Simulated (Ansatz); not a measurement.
# AlH3O3 + H2S: a complex and its separated parts, part 1 of 2

The complex below is one end of an elementary step. How strongly is it bound against its free parts?

Program: Ansatz 0.2.0, Gaussian basis. Level of theory: PBE0-D4/def2-TZVP structures, single points in def2-TZVPP, no counterpoise correction. These are calculated values, not measurements.

Levels: SPW92, PBE-D4, BLYP-D4, r2SCAN-D4, B97M-V, PBE0-D4, B3LYP-D4, r2SCAN0-D4, BHLYP-D4, CAM-B3LYP-D4, wB97X-V, wB97M-V, B2PLYP, PBE-QIDH, RPA on PBE, Hartree-Fock, MP2, CCSD, CCSD(T).

Cores are frozen in the correlated methods. B3LYP uses VWN-RPA correlation. B2PLYP carries no dispersion term here.

94 further runs of the same task are left out: 94 set aside as unsound or not needed.

## Step 1: Starting geometry

The complex: 10 atoms, charge 0, spin multiplicity 1.

Atoms are counted from 1 here; the program's logs count them from 0.

Bond lengths: Al1–S2 2.529 Å, Al1–O3 1.709 Å, Al1–O4 1.712 Å, Al1–O6 1.710 Å, S2–H5 1.344 Å, S2–H7 1.344 Å, O3–H8 0.955 Å, O4–H9 0.955 Å, O6–H10 0.955 Å. Angles: S2–Al1–O3 96.5°, S2–Al1–O4 98.7°, S2–Al1–O6 97.0°, O3–Al1–O4 118.0°, O3–Al1–O6 119.7°, O4–Al1–O6 117.4°, Al1–S2–H5 95.0°, Al1–S2–H7 95.1°, H5–S2–H7 92.6°, Al1–O3–H8 120.7°, Al1–O4–H9 120.4°, Al1–O6–H10 120.8°.

Geometry (Å):

```mol
AlH5O3S
  3D, bonds by distance, orders not assigned

 10  9  0  0  0  0  0  0  0  0999 V2000
   -0.0674   -0.2484    0.5152 Al  0  0
    0.7245    1.3132   -1.3093 S   0  0
    1.4823   -0.6396    1.1207 O   0  0
   -0.8637   -1.4057   -0.4634 O   0  0
   -0.4974    1.5151   -1.8306 H   0  0
   -1.0436    0.8812    1.3487 O   0  0
    1.0065    0.3363   -2.1883 H   0  0
    1.8150   -1.5336    1.0695 H   0  0
   -1.8135   -1.5010   -0.4244 H   0  0
   -0.7427    1.2826    2.1618 H   0  0
  1  2  8  0
  1  3  8  0
  1  4  8  0
  1  6  8  0
  2  5  8  0
  2  7  8  0
  3  8  8  0
  4  9  8  0
  6 10  8  0
M  END
```

Its parts: AlH3O3 holds atoms 1, 3, 4, 6, 8, 9, 10; H2S holds atoms 2, 5, 7. Each part counts its atoms afresh in its own runs.

## Step 2: Relaxing AlH3O3 alone

Contents of relax-a/in.yaml:

```yaml
crystal:
  periodic: [false, false, false]
  atoms:
    - {symbol: Al, position_ang: [-0.067396, -0.248401, 0.515230]}
    - {symbol: O, position_ang: [1.482314, -0.639631, 1.120708]}
    - {symbol: O, position_ang: [-0.863686, -1.405702, -0.463397]}
    - {symbol: O, position_ang: [-1.043568, 0.881234, 1.348747]}
    - {symbol: H, position_ang: [1.814998, -1.533578, 1.069485]}
    - {symbol: H, position_ang: [-1.813539, -1.500966, -0.424375]}
    - {symbol: H, position_ang: [-0.742661, 1.282612, 2.161809]}
basis:
  gaussian: {orbitals: def2-TZVP}
hamiltonian: {xc: pbe0, dispersion: d4}
relax: {f_tol: 0.005, max_steps: 200}
```

The run is started by

```bash
$ ansatz run in.yaml --threads 4 --pin off --events-out ev --progress --plain --max-ram 9574MiB
```

What it wrote, shortened:

```text
Functional definition: PBE0
  name "PBE0"
  cite "Adamo & Barone, J. Chem. Phys. 110, 6158 (1999) doi:10.1063/1.478522"
  cite "Perdew, Burke & Ernzerhof, Phys. Rev. Lett. 77, 3865 (1996) doi:10.1103/PhysRevLett.77.3865"
  parent pbe
[...]
864 factors; their error is unknown
[...]
mean field -12784.73344427 eV, -469.8302882733 hartree, gradient 8.5e-6 eV, S^2 0.000000; 0 other end points of the search recorded, 0 dependent functions left out
[...]
reference -12784.73347378 eV, -469.8302893579 hartree; 20, 20 occupied and 128, 128 virtual orbitals, 864 factors
[...]
Total energy: -12785.03825382 eV, -469.8414898176 hartree
Atom 0 at    -0.176170    -0.452013     0.761157 Å, force     0.000235    -0.000106     0.000079 eV/Å
Atom 1 at     1.427204    -0.698463     1.230998 Å, force    -0.000227     0.000033    -0.000050 eV/Å
Atom 2 at    -0.897978    -1.492311    -0.356455 Å, force     0.000036    -0.000039    -0.000003 eV/Å
Atom 3 at    -1.057749     0.834654     1.408888 Å, force    -0.000250     0.000061     0.000008 eV/Å
Atom 4 at     1.957829    -1.414785     0.886996 Å, force    -0.000023     0.000065     0.000005 eV/Å
Atom 5 at    -1.802096    -1.385561    -0.646605 Å, force     0.000022     0.000076     0.000022 eV/Å
Atom 6 at    -0.684577     1.444048     2.043229 Å, force     0.000207    -0.000090    -0.000060 eV/Å
Dipole moment:    -0.000104    -0.000004     0.000083 e Å
```

Run time: 11 s. Hardware: 4 threads of Arm Neoverse V1, shared host.

The steps of the relaxation:

```csv
step,energy from step 1 (eV),largest force component (eV/Å)
1,0.0000,0.9469
2,-0.1497,0.5262
3,-0.2169,0.0925
4,-0.2169,0.0929
5,-0.2196,0.0037
6,-0.2196,0.0095
7,-0.2196,0.0003
```

Distances of close pairs at the start and the end, largest changes first:

```csv
bond,before (Å),after (Å),change (Å)
Al1–O3,1.712,1.689,-0.023
Al1–O4,1.710,1.689,-0.021
Al1–O2,1.709,1.689,-0.020
O2–H5,0.955,0.956,+0.000
O4–H7,0.955,0.956,+0.000
O3–H6,0.955,0.956,+0.000
```

## Step 3: Relaxing H2S alone

Contents of relax-b/in.yaml:

```yaml
crystal:
  periodic: [false, false, false]
  atoms:
    - {symbol: S, position_ang: [0.724500, 1.313218, -1.309270]}
    - {symbol: H, position_ang: [-0.497351, 1.515086, -1.830635]}
    - {symbol: H, position_ang: [1.006489, 0.336327, -2.188300]}
basis:
  gaussian: {orbitals: def2-TZVP}
hamiltonian: {xc: pbe0, dispersion: d4}
relax: {f_tol: 0.005, max_steps: 200}
```

The run is started by

```bash
$ ansatz run in.yaml --threads 4 --pin off --events-out ev --progress --plain --max-ram 9574MiB
```

What it wrote, shortened:

```text
[... 5 set-up lines as earlier in the session ...]
[...]
359 factors; their error is unknown
[...]
mean field -10864.45020043 eV, -399.2611806769 hartree, gradient 5.9e-5 eV, S^2 0.000000; 0 other end points of the search recorded, 0 dependent functions left out
[...]
reference -10864.45047884 eV, -399.2611909082 hartree; 9, 9 occupied and 40, 40 virtual orbitals, 359 factors
Total energy: -10864.46265865 eV, -399.2616385082 hartree
Atom 0 at     0.725041     1.313501    -1.308639 Å, force    -0.002569    -0.002435    -0.004168 eV/Å
Atom 1 at    -0.494110     1.512141    -1.831841 Å, force     0.002295     0.000325     0.001736 eV/Å
Atom 2 at     1.002707     0.338989    -2.187725 Å, force     0.000274     0.002110     0.002432 eV/Å
Dipole moment:    -0.122593    -0.101027    -0.182594 e Å
```

Run time: 0.65 s. Hardware: 4 threads of Arm Neoverse V1, shared host.

Relaxation path:

| step | energy from step 1 (eV) | largest force component (eV/Å) |
| --- | --- | --- |
| 1 | 0.0000 | 0.0622 |
| 2 | -0.0002 | 0.0304 |
| 3 | -0.0003 | 0.0042 |

Distances of close pairs at the start and the end, largest changes first:

| bond | before (Å) | after (Å) | change (Å) |
| --- | --- | --- | --- |
| S1–H3 | 1.344 | 1.341 | -0.003 |
| S1–H2 | 1.344 | 1.341 | -0.002 |

## Step 4: SPW92/def2-TZVPP

Contents of parta/in.yaml:

```yaml
crystal:
  periodic: [false, false, false]
  atoms:
    - {symbol: Al, position_ang: [-0.176170, -0.452013, 0.761157]}
    - {symbol: O, position_ang: [1.427204, -0.698463, 1.230998]}
    - {symbol: O, position_ang: [-0.897978, -1.492311, -0.356455]}
    - {symbol: O, position_ang: [-1.057749, 0.834654, 1.408888]}
    - {symbol: H, position_ang: [1.957829, -1.414785, 0.886996]}
    - {symbol: H, position_ang: [-1.802096, -1.385561, -0.646605]}
    - {symbol: H, position_ang: [-0.684577, 1.444048, 2.043229]}
basis:
  gaussian: {orbitals: def2-TZVPP}
hamiltonian: {xc: lda}
```

Contents of partb/in.yaml:

```yaml
crystal:
  periodic: [false, false, false]
  atoms:
    - {symbol: S, position_ang: [0.725041, 1.313501, -1.308639]}
    - {symbol: H, position_ang: [-0.494110, 1.512141, -1.831841]}
    - {symbol: H, position_ang: [1.002707, 0.338989, -2.187725]}
basis:
  gaussian: {orbitals: def2-TZVPP}
hamiltonian: {xc: lda}
```

Each run has its own folder and the same command.

The run is started by

```bash
$ ansatz run in.yaml --threads 4 --pin off --events-out ev --progress --plain --max-ram 9574MiB
```

Output in parta, shortened:

```text
Functional definition: SPW92
  name "SPW92"
  cite "Dirac, Proc. Camb. Phil. Soc. 26, 376 (1930) doi:10.1017/S0305004100016108"
  cite "Slater, Phys. Rev. 81, 385 (1951) doi:10.1103/PhysRev.81.385"
  cite "Perdew & Wang, Phys. Rev. B 45, 13244 (1992) doi:10.1103/PhysRevB.45.13244"
[...]
899 factors; their error is unknown
[...]
mean field -12722.10924084 eV, -467.5288912455 hartree, gradient 6.8e-5 eV, S^2 0.000000; 0 other end points of the search recorded, 0 dependent functions left out
reference -12722.10927901 eV, -467.5288926483 hartree; 20, 20 occupied and 157, 157 virtual orbitals, 899 factors
Total energy: -12722.10927901 eV, -467.5288926483 hartree
```

Output in partb, shortened:

```text
[... 5 set-up lines as earlier in the session ...]
[...]
402 factors; their error is unknown
[...]
mean field -10830.30353648 eV, -398.0063139224 hartree, gradient 1.6e-5 eV, S^2 0.000000; 0 other end points of the search recorded, 0 dependent functions left out
reference -10830.30355733 eV, -398.0063146884 hartree; 9, 9 occupied and 61, 61 virtual orbitals, 402 factors
Total energy: -10830.30355733 eV, -398.0063146884 hartree
```

Wall times: 0.6 s (parta), 0.15 s (partb) on 4 threads of Arm Neoverse V1, shared host.

## Step 5: PBE-D4/def2-TZVPP

The same edit goes into each in.yaml of step 4 (parta, partb):

```diff
-hamiltonian: {xc: lda}
+hamiltonian: {xc: pbe, dispersion: d4}
```

One command serves all of them, each in its own folder.

The run is started by

```bash
$ ansatz run in.yaml --threads 4 --pin off --events-out ev --progress --plain --max-ram 9574MiB
```

parta printed, shortened:

```text
Functional definition: PBE
  name "PBE"
[... 2 set-up lines as earlier in the session ...]
[...]
899 factors; their error is unknown
[...]
mean field -12784.52294161 eV, -469.8225524434 hartree, gradient 4.6e-5 eV, S^2 0.000000; 0 other end points of the search recorded, 0 dependent functions left out
reference -12784.52298273 eV, -469.8225539543 hartree; 20, 20 occupied and 157, 157 virtual orbitals, 899 factors
Total energy: -12784.62454396 eV, -469.8262862606 hartree
```

partb printed, shortened:

```text
[... 4 set-up lines as earlier in the session ...]
[...]
402 factors; their error is unknown
[...]
mean field -10863.54276425 eV, -399.2278330125 hartree, gradient 4.4e-5 eV, S^2 0.000000; 0 other end points of the search recorded, 0 dependent functions left out
reference -10863.54278650 eV, -399.2278338303 hartree; 9, 9 occupied and 61, 61 virtual orbitals, 402 factors
Total energy: -10863.55782366 eV, -399.2283864356 hartree
```

Times: 0.9 s (parta), 0.2 s (partb) on 4 threads of Arm Neoverse V1, shared host.

## Step 6: BLYP-D4/def2-TZVPP

Each input of step 5 (parta, partb) changes in the same lines:

```diff
-hamiltonian: {xc: pbe, dispersion: d4}
+hamiltonian: {xc: {name: BLYP}, dispersion: d4}
```

One command serves all of them, each in its own folder.

The run is started by

```bash
$ ansatz run in.yaml --threads 4 --pin off --events-out ev --progress --plain --max-ram 9574MiB
```

Log of parta, shortened:

```text
Functional definition: BLYP
  name "BLYP"
  cite "Becke, Phys. Rev. A 38, 3098 (1988) doi:10.1103/PhysRevA.38.3098"
  cite "Lee, Yang & Parr, Phys. Rev. B 37, 785 (1988) doi:10.1103/PhysRevB.37.785"
[...]
899 factors; their error is unknown
[...]
mean field -12794.08372810 eV, -470.1739048661 hartree, gradient 7.8e-5 eV, S^2 0.000000; 0 other end points of the search recorded, 0 dependent functions left out
reference -12794.08404512 eV, -470.1739165164 hartree; 20, 20 occupied and 157, 157 virtual orbitals, 899 factors
Total energy: -12794.30805957 eV, -470.1821488958 hartree
```

partb printed, shortened:

```text
[... 4 set-up lines as earlier in the session ...]
[...]
402 factors; their error is unknown
[...]
mean field -10868.21012415 eV, -399.3993553250 hartree, gradient 2.6e-5 eV, S^2 0.000000; 0 other end points of the search recorded, 0 dependent functions left out
reference -10868.21033802 eV, -399.3993631847 hartree; 9, 9 occupied and 61, 61 virtual orbitals, 402 factors
Total energy: -10868.24603100 eV, -399.4006748775 hartree
```

They took 0.9 s (parta), 0.2 s (partb) on 4 threads of Arm Neoverse V1, shared host.

## Step 7: r2SCAN-D4/def2-TZVPP

The same edit goes into each in.yaml of step 6 (parta, partb):

```diff
-hamiltonian: {xc: {name: BLYP}, dispersion: d4}
+hamiltonian: {xc: r2scan, dispersion: d4}
```

Each run has its own folder and the same command.

The run is started by

```bash
$ ansatz run in.yaml --threads 4 --pin off --events-out ev --progress --plain --max-ram 9574MiB
```

parta printed, shortened:

```text
Functional definition: r2SCAN
  name "r2SCAN"
  cite "Furness, Kaplan, Ning, Perdew & Sun, J. Phys. Chem. Lett. 11, 8208 (2020) doi:10.1021/acs.jpclett.0c02405"
  cite "Furness, Kaplan, Ning, Perdew & Sun, J. Phys. Chem. Lett. 11, 9248 (2020) doi:10.1021/acs.jpclett.0c03077"
  parent r2scan
[...]
899 factors; their error is unknown
[...]
mean field -12791.19264046 eV, -470.0676593550 hartree, gradient 8.2e-6 eV, S^2 0.000000; 0 other end points of the search recorded, 0 dependent functions left out
reference -12791.19265268 eV, -470.0676598042 hartree; 20, 20 occupied and 157, 157 virtual orbitals, 899 factors
Total energy: -12791.21658805 eV, -470.0685394128 hartree
```

partb printed, shortened:

```text
[... 5 set-up lines as earlier in the session ...]
[...]
402 factors; their error is unknown
[...]
mean field -10867.52471515 eV, -399.3741670091 hartree, gradient 2.6e-5 eV, S^2 0.000000; 0 other end points of the search recorded, 0 dependent functions left out
reference -10867.52472185 eV, -399.3741672551 hartree; 9, 9 occupied and 61, 61 virtual orbitals, 402 factors
Total energy: -10867.52807021 eV, -399.3742903050 hartree
```

Wall times: 1.8 s (parta), 0.55 s (partb) on 4 threads of Arm Neoverse V1, shared host.

## Step 8: B97M-V/def2-TZVPP

Each input of step 7 (parta, partb) changes in the same lines:

```diff
-hamiltonian: {xc: r2scan, dispersion: d4}
+hamiltonian: {xc: {name: B97M-V}}
```

Each run has its own folder and the same command.

The run is started by

```bash
$ ansatz run in.yaml --threads 4 --pin off --events-out ev --progress --plain --max-ram 9574MiB
```

parta printed, shortened:

```text
Functional definition: B97M-V
  name "B97M-V"
  cite "Mardirossian & Head-Gordon, J. Chem. Phys. 142, 074111 (2015) doi:10.1063/1.4907719"
  cite "Becke, J. Chem. Phys. 107, 8554 (1997) doi:10.1063/1.475007"
  cite "Vydrov & Van Voorhis, J. Chem. Phys. 133, 244103 (2010) doi:10.1063/1.3521275"
  # Of w^i u^j: cxij and so on, Table III.
[...]
  gx(w, u) = cx00 + cx01*u + cx02*u^2 + (cx10 + cx11*u)*w
[...]
  gos(w, u) = cos00 + cos01*u + cos03*u^3 + cos10*w + cos32*w^3*u^2
[...]
      + integral(e_c_pw_mod_opposite_spin*gos(b97_w_opposite, b97_u_opposite)) + vv10(b, c)
899 factors; their error is unknown
[...]
mean field -12791.25628007 eV, -470.0699980675 hartree, gradient 7.0e-5 eV, S^2 0.000000; 0 other end points of the search recorded, 0 dependent functions left out
reference -12791.25633931 eV, -470.0700002448 hartree; 20, 20 occupied and 157, 157 virtual orbitals, 899 factors
Total energy: -12791.25633931 eV, -470.0700002448 hartree
```

Output in partb, shortened:

```text
[... 5 set-up lines as earlier in the session ...]
  # Of w^i u^j: cxij and so on, Table III.
[...]
  gx(w, u) = cx00 + cx01*u + cx02*u^2 + (cx10 + cx11*u)*w
[...]
  gos(w, u) = cos00 + cos01*u + cos03*u^3 + cos10*w + cos32*w^3*u^2
[...]
      + integral(e_c_pw_mod_opposite_spin*gos(b97_w_opposite, b97_u_opposite)) + vv10(b, c)
402 factors; their error is unknown
[...]
mean field -10865.55699198 eV, -399.3018545164 hartree, gradient 2.3e-5 eV, S^2 0.000000; 0 other end points of the search recorded, 0 dependent functions left out
reference -10865.55702664 eV, -399.3018557898 hartree; 9, 9 occupied and 61, 61 virtual orbitals, 402 factors
Total energy: -10865.55702664 eV, -399.3018557898 hartree
```

Wall times: 3.4 s (parta), 0.65 s (partb) on 4 threads of Arm Neoverse V1, shared host.

## Step 9: PBE0-D4/def2-TZVPP

Each input of step 8 (parta, partb) changes in the same lines:

```diff
-hamiltonian: {xc: {name: B97M-V}}
+hamiltonian: {xc: pbe0, dispersion: d4}
+output: {orbitals: {seedname: orbitals}}
```

Each run has its own folder and the same command.

The run is started by

```bash
$ ansatz run in.yaml --threads 4 --pin off --events-out ev --progress --plain --max-ram 9574MiB
```

parta printed, shortened:

```text
[... 5 set-up lines as earlier in the session ...]
[...]
930 factors; their error is unknown
[...]
mean field -12785.09154619 eV, -469.8434482762 hartree, gradient 3.1e-5 eV, S^2 0.000000; 0 other end points of the search recorded, 0 dependent functions left out
reference -12785.09157606 eV, -469.8434493740 hartree; 20, 20 occupied and 157, 157 virtual orbitals, 930 factors
Total energy: -12785.17677364 eV, -469.8465803273 hartree
```

Log of partb, shortened:

```text
[... 5 set-up lines as earlier in the session ...]
[...]
433 factors; their error is unknown
[...]
mean field -10864.48423039 eV, -399.2624312548 hartree, gradient 5.0e-6 eV, S^2 0.000000; 0 other end points of the search recorded, 0 dependent functions left out
reference -10864.48424701 eV, -399.2624318656 hartree; 9, 9 occupied and 61, 61 virtual orbitals, 433 factors
Total energy: -10864.49642683 eV, -399.2628794657 hartree
```

Times: 1.3 s (parta), 0.25 s (partb) on 4 threads of Arm Neoverse V1, shared host.

## Step 10: B3LYP-D4/def2-TZVPP

Each input of step 9 (parta, partb) changes in the same lines:

```diff
-hamiltonian: {xc: pbe0, dispersion: d4}
-output: {orbitals: {seedname: orbitals}}
+hamiltonian: {xc: {name: B3LYP}, dispersion: d4}
```

Each run has its own folder and the same command.

The run is started by

```bash
$ ansatz run in.yaml --threads 4 --pin off --events-out ev --progress --plain --max-ram 9574MiB
```

Log of parta, shortened:

```text
Functional definition: B3LYP
  name "B3LYP"
  cite "Stephens, Devlin, Chabalowski & Frisch, J. Phys. Chem. 98, 11623 (1994) doi:10.1021/j100096a001"
[... 2 set-up lines as earlier in the session ...]
  cite "Vosko, Wilk & Nusair, Can. J. Phys. 58, 1200 (1980) doi:10.1139/p80-159"
[...]
923 factors; their error is unknown
[...]
mean field -12795.55963929 eV, -470.2281436022 hartree, gradient 5.1e-5 eV, S^2 0.000000; 0 other end points of the search recorded, 0 dependent functions left out
reference -12795.55987348 eV, -470.2281522085 hartree; 20, 20 occupied and 157, 157 virtual orbitals, 923 factors
Total energy: -12795.72435023 eV, -470.2341966175 hartree
```

Log of partb, shortened:

```text
[... 6 set-up lines as earlier in the session ...]
[...]
414 factors; their error is unknown
[...]
mean field -10868.95565531 eV, -399.4267530899 hartree, gradient 7.2e-6 eV, S^2 0.000000; 0 other end points of the search recorded, 0 dependent functions left out
reference -10868.95581304 eV, -399.4267588865 hartree; 9, 9 occupied and 61, 61 virtual orbitals, 414 factors
Total energy: -10868.98024885 eV, -399.4276568858 hartree
```

Wall times: 1.2 s (parta), 0.25 s (partb) on 4 threads of Arm Neoverse V1, shared host.

## Step 11: r2SCAN0-D4/def2-TZVPP

Each input of step 10 (parta, partb) changes in the same lines:

```diff
-hamiltonian: {xc: {name: B3LYP}, dispersion: d4}
+hamiltonian: {xc: {name: r2SCAN0}, dispersion: d4}
```

The same command starts each run, in its folder.

The run is started by

```bash
$ ansatz run in.yaml --threads 4 --pin off --events-out ev --progress --plain --max-ram 9574MiB
```

Output in parta, shortened:

```text
Functional definition: r2SCAN0
  name "r2SCAN0"
  cite "Bursch, Neugebauer, Ehlert & Grimme, J. Chem. Phys. 156, 134105 (2022) doi:10.1063/5.0086040"
[... 3 set-up lines as earlier in the session ...]
[...]
930 factors; their error is unknown
[...]
mean field -12790.10085797 eV, -470.0275370886 hartree, gradient 3.5e-5 eV, S^2 0.000000; 0 other end points of the search recorded, 0 dependent functions left out
reference -12790.10086764 eV, -470.0275374441 hartree; 20, 20 occupied and 157, 157 virtual orbitals, 930 factors
Total energy: -12790.12909346 eV, -470.0285747239 hartree
```

Log of partb, shortened:

```text
[... 6 set-up lines as earlier in the session ...]
[...]
433 factors; their error is unknown
[...]
mean field -10867.41040832 eV, -399.3699663104 hartree, gradient 1.5e-5 eV, S^2 0.000000; 0 other end points of the search recorded, 0 dependent functions left out
reference -10867.41041366 eV, -399.3699665067 hartree; 9, 9 occupied and 61, 61 virtual orbitals, 433 factors
Total energy: -10867.41427181 eV, -399.3701082911 hartree
```

Wall times: 2.3 s (parta), 0.55 s (partb) on 4 threads of Arm Neoverse V1, shared host.

## Step 12: BHLYP-D4/def2-TZVPP

The same edit goes into each in.yaml of step 11 (parta, partb):

```diff
-hamiltonian: {xc: {name: r2SCAN0}, dispersion: d4}
+hamiltonian: {xc: {name: BHLYP}, dispersion: d4}
```

One command serves all of them, each in its own folder.

The run is started by

```bash
$ ansatz run in.yaml --threads 4 --pin off --events-out ev --progress --plain --max-ram 9574MiB
```

Log of parta, shortened:

```text
Functional definition: BHLYP
  name "BHLYP"
  cite "Becke, J. Chem. Phys. 98, 1372 (1993) doi:10.1063/1.464304"
[... 2 set-up lines as earlier in the session ...]
[...]
1013 factors; their error is unknown
[...]
mean field -12791.98738930 eV, -470.0968658362 hartree, gradient 1.1e-5 eV, S^2 0.000000; 0 other end points of the search recorded, 0 dependent functions left out
reference -12791.98754448 eV, -470.0968715391 hartree; 20, 20 occupied and 157, 157 virtual orbitals, 1013 factors
Total energy: -12792.11440398 eV, -470.1015335395 hartree
```

Output in partb, shortened:

```text
[... 5 set-up lines as earlier in the session ...]
[...]
453 factors; their error is unknown
[...]
mean field -10868.25153169 eV, -399.4008770242 hartree, gradient 1.3e-5 eV, S^2 0.000000; 0 other end points of the search recorded, 0 dependent functions left out
reference -10868.25163840 eV, -399.4008809456 hartree; 9, 9 occupied and 61, 61 virtual orbitals, 453 factors
Total energy: -10868.26796594 eV, -399.4014809717 hartree
```

Wall times: 1.4 s (parta), 0.25 s (partb) on 4 threads of Arm Neoverse V1, shared host.

(Continued in part 2 of 2.)
